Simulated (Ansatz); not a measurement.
# FGaH5NOSi: geometry and vibrations

What shape does FGaH5NOSi take? The plan is to relax it, then compute its harmonic vibrations to see whether it is a minimum and to get the zero-point energy and entropy.

Program: Ansatz 0.2.0, Gaussian basis. Level of theory: RKS PBE0-D4/def2-TZVP. These are calculated values, not measurements.

Plan: relaxation at PBE0-D4/def2-TZVP; harmonic vibrations at the same level.

1 further run of the same task is left out (set aside as unsound or not needed).

## (1) The starting structure

10 atoms, charge 0, spin multiplicity 1.

Atoms are counted from 1 here; the program's logs count them from 0.

Bond lengths: N1–Ga2 1.838 Å, N1–H6 1.015 Å, N1–H7 1.015 Å, Ga2–F3 1.748 Å, Ga2–O4 1.737 Å, O4–Si5 1.642 Å, Si5–H8 1.465 Å, Si5–H9 1.465 Å, Si5–H10 1.464 Å. Angles: Ga2–N1–H6 114.1°, Ga2–N1–H7 113.4°, H6–N1–H7 109.4°, N1–Ga2–F3 119.8°, N1–Ga2–O4 123.3°, F3–Ga2–O4 116.8°, Ga2–O4–Si5 145.7°, O4–Si5–H8 110.2°, O4–Si5–H9 107.5°, O4–Si5–H10 100.6°, H8–Si5–H9 111.5°, H8–Si5–H10 112.9°, H9–Si5–H10 113.4°.

The start is a GFN2-xTB geometry.

## (2) Relaxation at PBE0-D4/def2-TZVP

Input file in.yaml:

```yaml
crystal:
  periodic: [false, false, false]
  atoms:
    - {symbol: N, position_ang: [0.088990, 0.418160, 2.594550]}
    - {symbol: Ga, position_ang: [-0.394540, -0.297820, 0.971990]}
    - {symbol: F, position_ang: [-1.497580, -1.653140, 0.913360]}
    - {symbol: O, position_ang: [0.251600, 0.250640, -0.543940]}
    - {symbol: Si, position_ang: [0.406710, -0.067920, -2.147550]}
    - {symbol: H, position_ang: [0.390010, 1.386250, 2.546300]}
    - {symbol: H, position_ang: [-0.627360, 0.322740, 3.307170]}
    - {symbol: H, position_ang: [-0.865790, -0.545530, -2.695120]}
    - {symbol: H, position_ang: [1.466320, -1.068980, -2.297720]}
    - {symbol: H, position_ang: [0.781630, 1.255610, -2.649050]}
basis:
  gaussian: {orbitals: def2-TZVP}
hamiltonian: {xc: pbe0, dispersion: d4}
relax: {f_tol: 0.005, max_steps: 150}
```

Command:

```
$ ansatz run in.yaml --threads 2 --pin off --events-out ev --progress --plain --max-ram 31744MiB --backend cpu
```

After this run come: Force constants and modes.

Q: Predict the results of all the runs planned. Wanted: point group; shift from the start; total energy; dispersion term; dipole moment; lowest, highest wavenumber; zero-point energy.

As calculated:

| quantity | value |
| --- | --- |
| point group | C1 |
| steps | 27 |
| shift from the start (rms) | 0.281 Å |
| total energy | -66581.0365 eV |
| dispersion term | -177 meV |
| dipole moment | 2.67 D |
| lowest, highest wavenumber | 39, 3732 cm⁻¹ |
| zero-point energy | 149.5 kJ/mol |
| entropy at 298.15 K | 398.7 J/(mol K) |

The relaxed geometry lies 0.28 Å (rms) from the start; the bond that changed most is N1–Ga2, from 1.838 to 1.792 Å. No mode is imaginary: a true minimum at this level. The stiffest mode, 3732 cm⁻¹, is an N–H stretch, and 5 modes under 200 cm⁻¹ make the vibrational entropy uncertain. Harmonic hybrid wavenumbers usually lie a few per cent above measured fundamentals. The largest Mulliken charge, +0.75 e, sits on Ga2.
